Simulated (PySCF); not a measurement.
**C2H13GaN2Si2: geometry, NMR shifts and electronic excitations**

Aim: predict the NMR shifts and electronic excitations of C2H13GaN2Si2 (`C=[CH][Ga@H-]([NH3+])[N]([SiH3])[SiH3]`).

Programs: PySCF 2.14.0, with density-fitted response routines of our own. Each step states its level of theory. These are calculated values for one molecule in the gas phase, unless marked as measured. Atoms are numbered from 0 throughout.

### Step 1. The starting structure

20 atoms, charge 0, multiplicity 1; geometry from: GFN2-xTB.

Bonds of the start (Å): C0–C1 1.33, C1–Ga2 2.00, Ga2–N3 2.21, Ga2–N4 1.91, N4–Si5 1.73, N4–Si6 1.72, C0–H7 1.08, C0–H8 1.08, C1–H9 1.09, Ga2–H10 1.56, N3–H11 1.02, N3–H12 1.02, N3–H13 1.02, Si5–H14 1.47, Si5–H15 1.47, Si5–H16 1.47, Si6–H17 1.47, Si6–H18 1.47, Si6–H19 1.48.

### Step 2. Geometry optimisation at PBE0-D3(BJ)/def2-SVP

Job settings and geometry (Å):

```
{"job": {"xc": "PBE0", "basis": "def2-SVP", "d3": "d3bj", "grid": 1, "kind": "geom"}, "charge": 0, "multiplicity": 1}
C      3.348473    -0.144894     0.577788
C      2.092544     0.198024     0.848268
Ga     0.686474     0.124371    -0.577659
N     -0.126862     2.176939    -0.734803
N     -1.044989    -0.562416    -0.153439
Si    -1.770288    -1.746102    -1.187001
Si    -1.622100    -0.339509     1.454365
H      3.645156    -0.418845    -0.428261
H      4.137510    -0.164410     1.321044
H      1.849713     0.451133     1.882182
H      1.093425    -0.107068    -2.064987
H      0.457660     2.982741    -0.946654
H     -0.593009     2.327315     0.159752
H     -0.854059     2.099837    -1.444781
H     -1.139421    -1.612920    -2.507906
H     -1.595662    -3.112622    -0.670027
H     -3.205864    -1.441755    -1.277646
H     -3.074885    -0.132411     1.404850
H     -1.302385    -1.447826     2.362541
H     -0.996897     0.902457     1.973227
```

**Question.** This job is followed by: GIAO PBE0/pcSseg-1 NMR shielding, non-relativistic, gas phase; TDDFT CAM-B3LYP/def2-SVPD, vertical, gas phase, core orbitals frozen in the response; GIAO mPW1PW91/pcSseg-1 NMR shielding, non-relativistic, gas phase. What will the session give for the following? point group; rotational constants (main isotopes); ¹³C shifts against TMS (PBE0/pcSseg-1); ¹H shifts against TMS (PBE0/pcSseg-1, means over atoms taken as alike); ⁷¹Ga shifts against GaH4- (PBE0/pcSseg-1); ¹⁵N shifts against NH3 (PBE0/pcSseg-1); ²⁹Si shifts against TMS (PBE0/pcSseg-1, means over atoms taken as alike); lowest singlet (CAM-B3LYP/def2-SVPD); brightest single state of those computed; lowest triplet; vertical ionisation energy (ΔSCF); range of the shift of Ga2.

The runs gave:

| quantity | value |
| --- | --- |
| point group | C1 |
| rotational constants (main isotopes) | 1.69, 0.82, 0.70 GHz |
| ¹³C shifts against TMS (PBE0/pcSseg-1) | 150.8, 145.8 ppm |
| ¹H shifts against TMS (PBE0/pcSseg-1, means over atoms taken as alike) | 6.90, 6.58, 6.20, 4.90, 4.47, 1.64 ppm |
| ⁷¹Ga shifts against GaH4- (PBE0/pcSseg-1) | 231 ppm |
| ¹⁵N shifts against NH3 (PBE0/pcSseg-1) | 30.5, -0.4 ppm |
| ²⁹Si shifts against TMS (PBE0/pcSseg-1, means over atoms taken as alike) | -46.9 ppm |
| lowest singlet (CAM-B3LYP/def2-SVPD) | 5.82 eV (213 nm), f = 0.002 |
| brightest single state of those computed | state 7, 7.15 eV, f = 0.234 |
| lowest triplet | 4.24 eV |
| vertical ionisation energy (ΔSCF) | 8.64 eV |
| range of the shift of Ga2 | 227 to 231 ppm |

**Reading.** Relaxing lowered the energy by 0.201 eV in 25 steps; the close pair that moved most is Ga2–N3, from 2.213 to 2.141 Å. No frequency check was run at this level, so the end point may be a saddle. C1 (alkene CH) lies farthest downfield among carbon, at 150.8 ppm; an sp2 carbon of a C=C bond. H9 (hydrogen on an alkene CH) lies farthest downfield among hydrogen, at 6.90 ppm; olefinic region. The lowest singlet, at 5.82 eV, is HOMO→LUMO 0.76, HOMO→LUMO+2 0.14 and is weak; of the 10 states computed, the strongest absorption comes from state 7 at 7.15 eV. The lowest triplet lies 1.59 eV below the lowest singlet (triplets in Tamm-Dancoff, singlets in full TDDFT). ΔSCF puts the ionisation energy at 8.64 eV, 0.44 eV above −ε(HOMO). Across the 2 runs the shift of Ga2 moves most, between 227 (mPW1PW91/pcSseg-1) and 231 ppm (PBE0/pcSseg-1). Spin-orbit coupling is left out, which matters for shieldings and couplings at and beside the heavy atoms.
